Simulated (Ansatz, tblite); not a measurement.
# Si15H24 ring disc (AlH₂₄PSi₁₃): a ladder of methods and basis sets

Aim: run the singlet of Si15H24 ring disc (AlH₂₄PSi₁₃) at one geometry on many levels, and compare frontier levels, spin and run time.

Computed with Ansatz 0.2.0, Gaussian basis. Level: as each input shows.

The runs, in order: GFN1-xTB, GFN2-xTB, PBE-D4/def2-TZVP, r2SCAN-D4/def2-TZVP, r2SCAN0-D4/def2-TZVP, PBE-D4/def2-SVP, PBE0-D4/def2-SVP, HF/STO-3G, MP2/def2-SVP, RPA/def2-SVP.

2 further runs of the same task are left out: 2 set aside as unsound or not needed.

**1. The structure**

The geometry is that of the singlet, from an earlier relaxation (PBE-D4/def2-SVP).

39 atoms, charge 0, spin multiplicity 1.

Bond lengths: Al1–P2 2.461 Å, Al1–Si11 2.459 Å, Al1–Si12 2.457 Å, Al1–Si13 2.459 Å, P2–Si5 2.295 Å, P2–Si6 2.294 Å, P2–H33 1.433 Å, Si3–Si9 2.354 Å, Si3–Si10 2.356 Å, Si3–Si11 2.357 Å, Si3–H16 1.513 Å, Si4–Si10 2.356 Å, Si4–Si12 2.353 Å, Si4–H17 1.511 Å, Si4–H18 1.511 Å, Si5–Si9 2.355 Å, Si5–H19 1.502 Å, Si5–H20 1.507 Å and more. Angles: P2–Al1–Si11 100.6°, P2–Al1–Si12 104.3°, P2–Al1–Si13 100.6°, Si11–Al1–Si12 113.8°, Si11–Al1–Si13 120.0°, Si12–Al1–Si13 113.9°, Al1–P2–Si5 120.0°, Al1–P2–Si6 119.9°, Al1–P2–H33 108.4°, Si5–P2–Si6 103.2°, Si5–P2–H33 101.1°, Si6–P2–H33 101.1°, Si9–Si3–Si10 110.9°, Si9–Si3–Si11 107.2°, Si9–Si3–H16 104.4°, Si10–Si3–Si11 113.0°, Si10–Si3–H16 108.2°, Si11–Si3–H16 112.8° and more.

As a file:

```csv
atom,x (Å),y (Å),z (Å)
Al1,-0.16218,0.16254,1.42254
P2,1.24488,-1.24630,-0.02366
Si3,-2.81307,-2.73679,1.09033
Si4,-2.89209,0.20054,-1.52579
Si5,0.27673,-2.82216,-1.38164
Si6,2.81814,-0.27848,-1.38478
Si7,-0.19872,2.89538,-1.52401
Si8,2.73977,2.81037,1.08945
Si9,-1.38392,-4.04548,-0.24579
Si10,-4.14737,-1.32394,-0.24133
Si11,-1.45519,-1.55741,2.61344
Si12,-1.49902,1.50066,-0.14602
Si13,1.56103,1.45196,2.61260
Si14,4.04430,1.38164,-0.25116
Si15,1.32641,4.14827,-0.23804
H16,-3.71998,-3.74077,1.76810
H17,-3.83900,1.04704,-2.34482
H18,-2.04697,-0.58528,-2.50098
H19,-0.24934,-2.02004,-2.53692
H20,1.41477,-3.68317,-1.86591
H21,2.01410,0.24742,-2.53881
H22,3.67829,-1.41666,-1.87030
H23,-1.04534,3.84341,-2.34157
H24,0.58691,2.05155,-2.50045
H25,3.74616,3.71485,1.76691
H26,-2.10780,-4.82650,-1.31593
H27,-0.62857,-5.03008,0.61330
H28,-5.02803,-2.17494,-1.12502
H29,-5.04598,-0.53930,0.68340
H30,-2.38004,-0.96632,3.65354
H31,-0.60726,-2.59444,3.32076
H32,-2.41679,2.41754,0.63550
H33,2.07033,-2.06953,0.80997
H34,2.59822,0.60150,3.31667
H35,0.97315,2.37601,3.65524
H36,5.03066,0.62539,0.60512
H37,4.82309,2.10586,-1.32269
H38,0.54266,5.04511,0.68916
H39,2.17709,5.03051,-1.12045
```

PBE0-D4/def2-TZVP was run before; its log isn't repeated, and its numbers join the tables.

**2. GFN1-xTB**

Tight binding, by tblite at 300 K electronic temperature and without a spin-polarisation term:

```python
tblite.interface.Calculator('GFN1-xTB', numbers, positions, charge=0, uhf=0).singlepoint()
```

Energy -1111.1786 eV, HOMO -10.51 eV, LUMO -8.19 eV; 0.16 s.

**3. GFN2-xTB**

Tight binding, by tblite at 300 K electronic temperature and without a spin-polarisation term:

```python
tblite.interface.Calculator('GFN2-xTB', numbers, positions, charge=0, uhf=0).singlepoint()
```

Energy -1037.6292 eV, HOMO -8.57 eV, LUMO -6.53 eV; 0.19 s.

**4. PBE-D4/def2-TZVP**

start.molden holds the orbitals of an earlier run on this state, given as this run's starting guess.

in.yaml reads:

```yaml
crystal:
  periodic: [false, false, false]
  atoms:
    - {symbol: Al, position_ang: [-0.162179, 0.162544, 1.422536]}
    - {symbol: P, position_ang: [1.244880, -1.246297, -0.023661]}
    - {symbol: Si, position_ang: [-2.813072, -2.736790, 1.090333]}
    - {symbol: Si, position_ang: [-2.892087, 0.200540, -1.525792]}
    - {symbol: Si, position_ang: [0.276726, -2.822159, -1.381637]}
    - {symbol: Si, position_ang: [2.818140, -0.278485, -1.384781]}
    - {symbol: Si, position_ang: [-0.198720, 2.895381, -1.524005]}
    - {symbol: Si, position_ang: [2.739766, 2.810372, 1.089449]}
    - {symbol: Si, position_ang: [-1.383924, -4.045477, -0.245786]}
    - {symbol: Si, position_ang: [-4.147372, -1.323937, -0.241334]}
    - {symbol: Si, position_ang: [-1.455190, -1.557406, 2.613441]}
    - {symbol: Si, position_ang: [-1.499019, 1.500656, -0.146019]}
    - {symbol: Si, position_ang: [1.561028, 1.451965, 2.612603]}
    - {symbol: Si, position_ang: [4.044305, 1.381643, -0.251164]}
    - {symbol: Si, position_ang: [1.326407, 4.148274, -0.238036]}
    - {symbol: H, position_ang: [-3.719985, -3.740771, 1.768101]}
    - {symbol: H, position_ang: [-3.839004, 1.047041, -2.344822]}
    - {symbol: H, position_ang: [-2.046966, -0.585276, -2.500976]}
    - {symbol: H, position_ang: [-0.249335, -2.020038, -2.536921]}
    - {symbol: H, position_ang: [1.414765, -3.683169, -1.865906]}
    - {symbol: H, position_ang: [2.014098, 0.247418, -2.538813]}
    - {symbol: H, position_ang: [3.678294, -1.416664, -1.870295]}
    - {symbol: H, position_ang: [-1.045343, 3.843415, -2.341567]}
    - {symbol: H, position_ang: [0.586909, 2.051554, -2.500449]}
    - {symbol: H, position_ang: [3.746158, 3.714846, 1.766914]}
    - {symbol: H, position_ang: [-2.107797, -4.826496, -1.315925]}
    - {symbol: H, position_ang: [-0.628567, -5.030083, 0.613303]}
    - {symbol: H, position_ang: [-5.028026, -2.174939, -1.125017]}
    - {symbol: H, position_ang: [-5.045975, -0.539297, 0.683399]}
    - {symbol: H, position_ang: [-2.380038, -0.966322, 3.653537]}
    - {symbol: H, position_ang: [-0.607264, -2.594440, 3.320757]}
    - {symbol: H, position_ang: [-2.416789, 2.417539, 0.635504]}
    - {symbol: H, position_ang: [2.070329, -2.069527, 0.809965]}
    - {symbol: H, position_ang: [2.598220, 0.601502, 3.316667]}
    - {symbol: H, position_ang: [0.973153, 2.376010, 3.655241]}
    - {symbol: H, position_ang: [5.030662, 0.625394, 0.605121]}
    - {symbol: H, position_ang: [4.823093, 2.105858, -1.322693]}
    - {symbol: H, position_ang: [0.542662, 5.045110, 0.689162]}
    - {symbol: H, position_ang: [2.177087, 5.030511, -1.120453]}
basis:
  gaussian: {orbitals: def2-TZVP, fitting: {mean_field: def2-universal-jkfit}, initial_orbitals: start.molden}
hamiltonian: {xc: pbe, dispersion: d4}
scf: {omitted_lower_state_checks: [starts]}
output: {forces: true, orbitals: {seedname: orbitals}}
```

On the command line:

```bash
$ ansatz run in.yaml --threads 2 --pin off --events-out ev --progress --plain --max-ram 22528MiB --backend cuda --devices 0, --max-vram 18GiB
```

Log:

```text
Functional definition: PBE
  name "PBE"
  cite "Perdew, Burke & Ernzerhof, Phys. Rev. Lett. 77, 3865 (1996) doi:10.1103/PhysRevLett.77.3865"
  parent pbe
  parameter kappa = 0.804
  parameter beta = 0.06672455060314922
  exchange = pbe_x(kappa = kappa, mu = beta*pi^2/3)
  correlation = pbe_c(beta = beta)
these checks for a lower state are left out or cut short: starts
2352 factors; integrals over basis functions are off by at most 5.9e-1 eV
mean field evaluation 1: about -118630.6954 eV, gradient 2.4e1 eV
mean field evaluation 2: about -118631.1484 eV, gradient 6.4e-1 eV
mean field evaluation 4: about -118631.1363 eV, gradient 9.2e-2 eV
mean field evaluation 8: about -118631.1364 eV, gradient 9.4e-6 eV
mean field -118631.13635346 eV, -4359.6138499172 hartree, gradient 9.4e-6 eV, S^2 0.000000; 0 other end points of the search recorded, 0 dependent functions left out
the calculation of the forces begins
reference -118631.13645472 eV, -4359.6138536386 hartree; 117, 117 occupied and 582, 582 virtual orbitals, 2352 factors
Total energy: -118633.34226083 eV, -4359.6949155179 hartree
Atom 0 at    -0.162179     0.162544     1.422536 Å, force     0.011518    -0.011731    -0.006317 eV/Å
Atom 1 at     1.244880    -1.246297    -0.023661 Å, force     0.094546    -0.094349    -0.052473 eV/Å
Atom 2 at    -2.813072    -2.736790     1.090333 Å, force    -0.008886    -0.036492     0.024330 eV/Å
Atom 3 at    -2.892087     0.200540    -1.525792 Å, force    -0.033657     0.007830    -0.082408 eV/Å
Atom 4 at     0.276726    -2.822159    -1.381637 Å, force     0.087754     0.038067    -0.018872 eV/Å
Atom 5 at     2.818140    -0.278485    -1.384781 Å, force    -0.037564    -0.087439    -0.019288 eV/Å
Atom 6 at    -0.198720     2.895381    -1.524005 Å, force    -0.007968     0.033576    -0.082161 eV/Å
Atom 7 at     2.739766     2.810372     1.089449 Å, force     0.036358     0.009252     0.024239 eV/Å
Atom 8 at    -1.383924    -4.045477    -0.245786 Å, force    -0.009493    -0.086069    -0.001195 eV/Å
Atom 9 at    -4.147372    -1.323937    -0.241334 Å, force    -0.073031    -0.000635    -0.005160 eV/Å
Atom 10 at    -1.455190    -1.557406     2.613441 Å, force    -0.044130    -0.081594     0.085779 eV/Å
Atom 11 at    -1.499019     1.500656    -0.146019 Å, force    -0.049073     0.049555    -0.065009 eV/Å
Atom 12 at     1.561028     1.451965     2.612603 Å, force     0.082088     0.044126     0.085679 eV/Å
Atom 13 at     4.044305     1.381643    -0.251164 Å, force     0.085961     0.009180    -0.000937 eV/Å
Atom 14 at     1.326407     4.148274    -0.238036 Å, force     0.000868     0.073005    -0.004795 eV/Å
Atom 15 at    -3.719985    -3.740771     1.768101 Å, force     0.070169     0.072105    -0.057937 eV/Å
Atom 16 at    -3.839004     1.047041    -2.344822 Å, force     0.096925    -0.089151     0.076857 eV/Å
Atom 17 at    -2.046966    -0.585276    -2.500976 Å, force    -0.088035     0.096217     0.113625 eV/Å
Atom 18 at    -0.249335    -2.020038    -2.536921 Å, force     0.059196    -0.065949     0.113392 eV/Å
Atom 19 at     1.414765    -3.683169    -1.865906 Å, force    -0.106641     0.075807     0.034025 eV/Å
Atom 20 at     2.014098     0.247418    -2.538813 Å, force     0.066052    -0.059363     0.113684 eV/Å
Atom 21 at     3.678294    -1.416664    -1.870295 Å, force    -0.076016     0.106679     0.033980 eV/Å
Atom 22 at    -1.045343     3.843415    -2.341567 Å, force     0.089100    -0.096717     0.076484 eV/Å
Atom 23 at     0.586909     2.051554    -2.500449 Å, force    -0.096111     0.087974     0.113633 eV/Å
Atom 24 at     3.746158     3.714846     1.766914 Å, force    -0.072365    -0.069954    -0.058060 eV/Å
Atom 25 at    -2.107797    -4.826496    -1.315925 Å, force     0.074674     0.065394     0.099151 eV/Å
Atom 26 at    -0.628567    -5.030083     0.613303 Å, force    -0.068540     0.086684    -0.085631 eV/Å
Atom 27 at    -5.028026    -2.174939    -1.125017 Å, force     0.071365     0.081291     0.085433 eV/Å
Atom 28 at    -5.045975    -0.539297     0.683399 Å, force     0.075096    -0.078148    -0.085925 eV/Å
Atom 29 at    -2.380038    -0.966322     3.653537 Å, force     0.087677    -0.056699    -0.087830 eV/Å
Atom 30 at    -0.607264    -2.594440     3.320757 Å, force    -0.089962     0.101057    -0.057596 eV/Å
Atom 31 at    -2.416789     2.417539     0.635504 Å, force     0.075027    -0.075060    -0.065225 eV/Å
Atom 32 at     2.070329    -2.069527     0.809965 Å, force    -0.102814     0.101802    -0.110952 eV/Å
Atom 33 at     2.598220     0.601502     3.316667 Å, force    -0.101287     0.090051    -0.057088 eV/Å
Atom 34 at     0.973153     2.376010     3.655241 Å, force     0.056564    -0.087639    -0.088330 eV/Å
Atom 35 at     5.030662     0.625394     0.605121 Å, force    -0.086559     0.068495    -0.085406 eV/Å
Atom 36 at     4.823093     2.105858    -1.322693 Å, force    -0.065339    -0.074645     0.099230 eV/Å
Atom 37 at     0.542662     5.045110     0.689162 Å, force     0.077952    -0.074950    -0.086265 eV/Å
Atom 38 at     2.177087     5.030511    -1.120453 Å, force    -0.081420    -0.071562     0.085340 eV/Å
Dipole moment:     0.427279    -0.427951    -0.319399 e Å
Checks for a lower state left out: starts
```

Run time: 6.5 s. Hardware: 1 × H100 (card shared with other runs) with 2 threads of AMD EPYC 7R13, shared host; peak host memory 1.1 GiB.

HOMO -5.82 eV, LUMO -2.38 eV.

**5. r2SCAN-D4/def2-TZVP**

Changes to in.yaml since step 4:

```diff
@@ -44,4 +44,4 @@
   gaussian: {orbitals: def2-TZVP, fitting: {mean_field: def2-universal-jkfit}, initial_orbitals: start.molden}
-hamiltonian: {xc: pbe, dispersion: d4}
+hamiltonian: {xc: r2scan, dispersion: d4}
 scf: {omitted_lower_state_checks: [starts]}
-output: {forces: true, orbitals: {seedname: orbitals}}
+output: {orbitals: {seedname: orbitals}}
```

Same command.

Log:

```text
Functional definition: r2SCAN
  name "r2SCAN"
  cite "Furness, Kaplan, Ning, Perdew & Sun, J. Phys. Chem. Lett. 11, 8208 (2020) doi:10.1021/acs.jpclett.0c02405"
  cite "Furness, Kaplan, Ning, Perdew & Sun, J. Phys. Chem. Lett. 11, 9248 (2020) doi:10.1021/acs.jpclett.0c03077"
  parent r2scan
  parameter k0 = 0.174
  parameter k1 = 0.065
  parameter a1 = 4.9479
  exchange = r2scan_x(k0 = k0, k1 = k1, a1 = a1)
  correlation = r2scan_c
these checks for a lower state are left out or cut short: starts
2352 factors; integrals over basis functions are off by at most 5.9e-1 eV
mean field evaluation 1: about -118681.9699 eV, gradient 1.6e1 eV
mean field evaluation 2: about -118682.1334 eV, gradient 2.7e-1 eV
mean field evaluation 4: about -118682.1162 eV, gradient 7.2e-4 eV
mean field -118682.11615308 eV, -4361.4873229981 hartree, gradient 9.1e-6 eV, S^2 0.000000; 0 other end points of the search recorded, 0 dependent functions left out
reference -118682.11618485 eV, -4361.4873241655 hartree; 117, 117 occupied and 582, 582 virtual orbitals, 2352 factors
Total energy: -118682.75212834 eV, -4361.5106946577 hartree
Checks for a lower state left out: starts
```

It took 5.5 s on 1 × H100 (card shared with other runs) with 2 threads of AMD EPYC 7R13, shared host; peak host memory 1.1 GiB.

From the report: HOMO -6.01 eV, LUMO -2.24 eV.

(Part 1 of 2 ends here.)
